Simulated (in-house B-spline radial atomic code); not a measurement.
# Rb²⁴⁺: ionisation energy by several methods

How far do functionals differ on the ionisation energy of Rb²⁴⁺? Each run solves Rb²⁴⁺ and then the next ion ([Ne] 3s2).

Program: in-house B-spline radial atomic code version 1. Level of theory: non-relativistic, several functionals, spin-polarised, exact exchange averaged over the configuration; spherical all-electron atom at the radial basis limit. These are calculated values, not measurements, unless marked.

## 1. What is computed

| Property | Result |
| --- | --- |
| element | rubidium (Z = 37) |
| charge | +24 |
| electrons | 13 |
| configuration | [Ne] 3s2 3p1 |
| nucleus | point |

Outer shells as boxes (Hund's rule):

[Ne] 3s2 3p1
```
[Ne] core
3s [↑↓]
3p [↑ ][  ][  ]
```

Where spins are not typed, each open shell is filled with up spins first.

## 2. r2SCAN0, a global hybrid

Settings, as recorded:

```ini
Z = 37
electrons = 13.0
configuration = [Ne] 3s2 3p1
hamiltonian = nr
method = r2scan0
spin_polarised = True
exact_exchange = averaged over the configuration
```

The run is started by

```console
> python run_scf.py task.json out
```

One command runs all members of the session, one after another, from task.json.

## 3. PBE0, a global hybrid

Changes to the settings of step 2:

```diff
@@ -4,3 +4,3 @@
 hamiltonian = nr
-method = r2scan0
+method = pbe0
 spin_polarised = True
```

## 4. HSE06, a range-separated hybrid

Changes to the settings of step 3:

```diff
@@ -4,3 +4,3 @@
 hamiltonian = nr
-method = pbe0
+method = hse06
 spin_polarised = True
```

Q: The tabulated ionisation energy is 1125 ± 5 eV (semi-empirical; NIST Atomic Spectra Database). What does each method give, and which comes nearest?

As calculated:

| method | rung | total energy (hartree) | ΔSCF (eV) | −ε highest (eV) | ΔSCF less tabulated (eV) |
| --- | --- | --- | --- | --- | --- |
| r2SCAN0 | global hybrid | -2562.1433 | 1117.15 | 1099.18 (3p up) | -7.85 |
| PBE0 | global hybrid | -2561.9552 | 1118.18 | 1099.51 (3p up) | -6.82 |
| HSE06 | range-separated hybrid | -2561.9867 | 1118.21 | 1098.99 (3p up) | -6.79 |

What this shows: Tables give 1125 ± 5 eV (semi-empirical; NIST Atomic Spectra Database) for the ionisation energy. HSE06 misses by -6.79 eV, the least, and r2SCAN0 by -7.85 eV (0.70 %), the most. All methods miss on the same side by much the same amount, which points to something that they share. These runs lack relativity altogether, which can outweigh the gaps between the methods, so the nearest may be so by luck. These runs leave out relativity, which matters at this nuclear charge. Open shells are averaged (over orientations, and over spins where the run is restricted), while tables refer to the lowest levels.
